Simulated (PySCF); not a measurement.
# C2H9NO2Si2: magnetic properties

What do calculations give for the magnetic properties of C2H9NO2Si2 (`O=CN[SiH2]OC[SiH3]`)?

Computed with PySCF 2.14.0 and routines of our own; the level stands in each step. Atoms count from 0.

## 1. The starting structure

16 atoms, charge 0, multiplicity 1; geometry from: GFN2-xTB.

## 2. Magnetic properties: GIAO PBE/pcSseg-1

What the job is given:

```
{"job": {"kind": "mag", "xc": "PBE", "basis": "pcSseg-1", "isotopologues": 2}, "charge": 0, "multiplicity": 1}
O      3.819255    -0.370532    -0.464259
C      3.302570    -0.604947     0.600283
N      1.988975    -0.470599     0.809107
Si     1.035822     0.070406    -0.551446
O     -0.411097     0.072739     0.175466
C     -1.640151     0.430212    -0.422398
Si    -2.951385     0.227399     0.944586
H      3.881685    -0.947777     1.477989
H      1.604071    -0.678813     1.715894
H      1.100278    -0.899980    -1.640423
H      1.444235     1.410407    -0.963025
H     -1.572693     1.452826    -0.803016
H     -1.820934    -0.212354    -1.288186
H     -4.263324     0.581613     0.397854
H     -2.592856     1.114564     2.050058
H     -2.932052    -1.166221     1.386296
```

With the program's defaults for keys left out, this is: GIAO PBE/pcSseg-1 magnetisability, rotational g tensor and spin-rotation constants, non-relativistic, gas phase.

Launch:

```
> OMP_NUM_THREADS=1 python excited_run.py task.json out
```

This one command runs all jobs of the session in turn.

What it wrote:

```text
coarse grid: 14240 points
cycle   1  E = -864.8629934906  dE =  8.730e-01  |g| = 1.131e+00  |ddm| = 3.610e+00
cycle   2  E = -863.1083302902  dE =  1.755e+00  |g| = 2.973e+00  |ddm| = 4.563e+00
cycle   3  E = -865.0198101541  dE = -1.911e+00  |g| = 6.222e-01  |ddm| = 4.088e+00
cycle   4  E = -865.0909698023  dE = -7.116e-02  |g| = 2.553e-01  |ddm| = 6.269e-01
cycle   5  E = -865.1031618496  dE = -1.219e-02  |g| = 5.944e-02  |ddm| = 2.212e-01
cycle   6  E = -865.1037112142  dE = -5.494e-04  |g| = 3.001e-02  |ddm| = 6.410e-02
cycle   7  E = -865.1038904211  dE = -1.792e-04  |g| = 6.790e-03  |ddm| = 2.392e-02
cycle   8  E = -865.1038997760  dE = -9.355e-06  |g| = 2.547e-03  |ddm| = 6.251e-03
final grid: 128024 points
cycle   9  E = -865.1820124659  dE =  5.211e-05  |g| = 2.518e-02  |ddm| = 2.612e-02
cycle  10  E = -865.1812474480  dE =  7.650e-04  |g| = 6.791e-02  |ddm| = 5.685e-02
cycle  11  E = -865.1821115631  dE = -8.641e-04  |g| = 9.328e-03  |ddm| = 4.736e-02
cycle  12  E = -865.1821296535  dE = -1.809e-05  |g| = 1.271e-03  |ddm| = 7.096e-03
cycle  13  E = -865.1821299330  dE = -2.795e-07  |g| = 4.604e-04  |ddm| = 1.455e-03
cycle  14  E = -865.1821299795  dE = -4.650e-08  |g| = 8.880e-05  |ddm| = 4.816e-04
cycle  15  E = -865.1821299813  dE = -1.748e-09  |g| = 2.354e-05  |ddm| = 9.766e-05
cycle  16  E = -865.1821299814  dE = -1.119e-10  |g| = 8.273e-06  |ddm| = 2.255e-05
converged SCF energy = -865.1821299814

Magnetisability tensor (1e-30 J/T^2)
    -1185.95       15.23      -34.66
       15.23    -1148.60      -18.43
      -34.66      -18.43    -1071.20
isotropic -1135.25   principal values   -1197.69  -1151.73  -1056.33
isotropic susceptibility -68.366 1e-6 cm^3/mol

Inertial axes            a          b          c
rot. const./GHz      7.1702     0.6305     0.5896
chi total           -71.117    -64.623    -69.359
chi diamagnetic    -302.568  -1967.371  -2102.656
chi paramagnetic    231.451   1902.748   2033.297
quadrupole/D A      -12.628     10.473      2.154
g nuclear            0.6829     0.5492     0.5524
g electronic        -0.7796    -0.5636    -0.5632
g total             -0.0968    -0.0145    -0.0109

Spin-rotation constants (kHz, H = +C I.J)
atom  isotope        aa         bb         cc
  2    14N        0.359      0.082      0.047
  7     1H       -0.282      0.031     -0.050
  8     1H       -0.618      0.034     -0.086
  9     1H       -0.555     -0.029      0.005
 10     1H       -0.555     -0.029      0.005
 11     1H       -0.708     -0.033     -0.001
 12     1H       -0.708     -0.034     -0.001
 13     1H        0.076     -0.038     -0.057
 14     1H       -0.654     -0.031     -0.004
 15     1H       -0.654     -0.031     -0.005
  0    17O*      -4.113     -0.356     -0.061
  1    13C*       3.214      0.259      0.139
  3   29Si*      -4.068     -0.418     -0.372
  4    17O*      -0.716     -0.032     -0.019
  5    13C*       1.145      0.132      0.142
  6   29Si*      -3.904     -0.358     -0.333
* in the singly substituted isotopologue

Isotopologues: g along a, b, c
2H    at 7,8,9,10,11,12    -0.0712    -0.0133    -0.0100
18O   at 0                 -0.0965    -0.0140    -0.0105
```

It took 56 s on 1 thread of Arm Neoverse N1, shared host; peak memory 0.65 GiB.

From this job:

```csv
quantity,value
magnetisability,-1135·10⁻³⁰ J/T²
molar susceptibility,-68.4·10⁻⁶ cm³/mol
"rotational g (a, b, c)","-0.0968, -0.0145, -0.0109"
```

## 3. Magnetic properties: GIAO OLYP/def2-SVP

Settings changed since step 2:

```diff
@@ -1,2 +1,2 @@
-{"job": {"kind": "mag", "xc": "PBE", "basis": "pcSseg-1", "isotopologues": 2}, "charge": 0, "multiplicity": 1}
+{"job": {"kind": "mag", "xc": "OLYP", "basis": "def2-SVP", "scf": {"conv": 1e-11, "guess": "atom"}}, "charge": 0, "multiplicity": 1}
 O      3.819255    -0.370532    -0.464259
```

Level: GIAO OLYP/def2-SVP magnetisability, rotational g tensor and spin-rotation constants, non-relativistic, gas phase.

What it wrote:

```text
final grid: 128024 points
cycle   1  E = -864.8987677679  dE =  1.618e+00  |g| = 1.416e+00  |ddm| = 4.306e+00
cycle   2  E = -863.3981790316  dE =  1.501e+00  |g| = 2.868e+00  |ddm| = 6.640e+00
cycle   3  E = -865.2425534843  dE = -1.844e+00  |g| = 6.831e-01  |ddm| = 5.859e+00
cycle   4  E = -865.3283326603  dE = -8.578e-02  |g| = 3.040e-01  |ddm| = 7.982e-01
cycle   5  E = -865.3451684528  dE = -1.684e-02  |g| = 1.222e-01  |ddm| = 3.324e-01
cycle   6  E = -865.3481447010  dE = -2.976e-03  |g| = 3.490e-02  |ddm| = 1.409e-01
cycle   7  E = -865.3483873045  dE = -2.426e-04  |g| = 1.038e-02  |ddm| = 3.553e-02
cycle   8  E = -865.3484121452  dE = -2.484e-05  |g| = 2.757e-03  |ddm| = 1.106e-02
cycle   9  E = -865.3484137333  dE = -1.588e-06  |g| = 7.288e-04  |ddm| = 3.237e-03
cycle  10  E = -865.3484138670  dE = -1.337e-07  |g| = 2.519e-04  |ddm| = 1.090e-03
cycle  11  E = -865.3484138823  dE = -1.535e-08  |g| = 6.986e-05  |ddm| = 3.347e-04
cycle  12  E = -865.3484138837  dE = -1.425e-09  |g| = 7.052e-06  |ddm| = 9.306e-05
cycle  13  E = -865.3484138837  dE = -8.413e-12  |g| = 6.881e-06  |ddm| = 1.901e-05
cycle  14  E = -865.3484138838  dE = -9.550e-12  |g| = 1.156e-06  |ddm| = 8.395e-06
converged SCF energy = -865.3484138838

Magnetisability tensor (1e-30 J/T^2)
    -1173.92       12.77      -37.41
       12.77    -1156.94      -22.75
      -37.41      -22.75    -1064.98
isotropic -1131.95   principal values   -1186.72  -1161.70  -1047.41
isotropic susceptibility -68.167 1e-6 cm^3/mol

Inertial axes            a          b          c
rot. const./GHz      7.1702     0.6305     0.5896
chi total           -70.351    -64.192    -69.959
chi diamagnetic    -301.120  -1965.750  -2101.617
chi paramagnetic    230.769   1901.558   2031.657
quadrupole/D A      -12.761     10.047      2.715
g nuclear            0.6829     0.5492     0.5524
g electronic        -0.7773    -0.5633    -0.5628
g total             -0.0945    -0.0141    -0.0104

Spin-rotation constants (kHz, H = +C I.J)
atom  isotope        aa         bb         cc
  2    14N        0.334      0.073      0.040
  7     1H       -0.295      0.031     -0.052
  8     1H       -0.627      0.032     -0.085
  9     1H       -0.559     -0.030      0.004
 10     1H       -0.559     -0.030      0.004
 11     1H       -0.721     -0.034     -0.002
 12     1H       -0.721     -0.035     -0.002
 13     1H        0.077     -0.039     -0.058
 14     1H       -0.661     -0.032     -0.004
 15     1H       -0.661     -0.032     -0.005
  0    17O*      -3.725     -0.333     -0.043
  1    13C*       2.904      0.233      0.119
  3   29Si*      -3.488     -0.358     -0.314
  4    17O*      -0.638     -0.035     -0.016
  5    13C*       1.010      0.119      0.126
  6   29Si*      -3.427     -0.314     -0.292
* in the singly substituted isotopologue
```

Wall time 44 s (1 thread of Arm Neoverse N1, shared host); peak memory 0.57 GiB.

In short:

```csv
quantity,value
magnetisability,-1132·10⁻³⁰ J/T²
molar susceptibility,-68.2·10⁻⁶ cm³/mol
"rotational g (a, b, c)","-0.0945, -0.0141, -0.0104"
```

## 4. Magnetic properties side by side

```csv
level,ξ (10⁻³⁰ J/T²),g(a),g(b),gap (eV),functions,time
GIAO PBE/pcSseg-1,-1135,-0.0968,-0.0145,5.41,178,56 s
GIAO OLYP/def2-SVP,-1132,-0.0945,-0.0141,5.48,151,44 s
```

## 5. Outcome

| quantity | value |
| --- | --- |
| magnetisability (step 2, GIAO PBE/pcSseg-1) | -1135·10⁻³⁰ J/T² |
| molar susceptibility (step 2, GIAO PBE/pcSseg-1) | -68.4·10⁻⁶ cm³/mol |
| rotational g (a, b, c) (step 2, GIAO PBE/pcSseg-1) | -0.0968, -0.0145, -0.0109 |
| magnetisability over the levels | -1135 to -1132·10⁻³⁰ J/T² |

**Reading.** The magnetisability spreads by 0.3 % over 2 levels of like cost. Two levels can agree by chance, so this spread shows no convergence. Vibrational averaging and real surroundings are missing from these values.
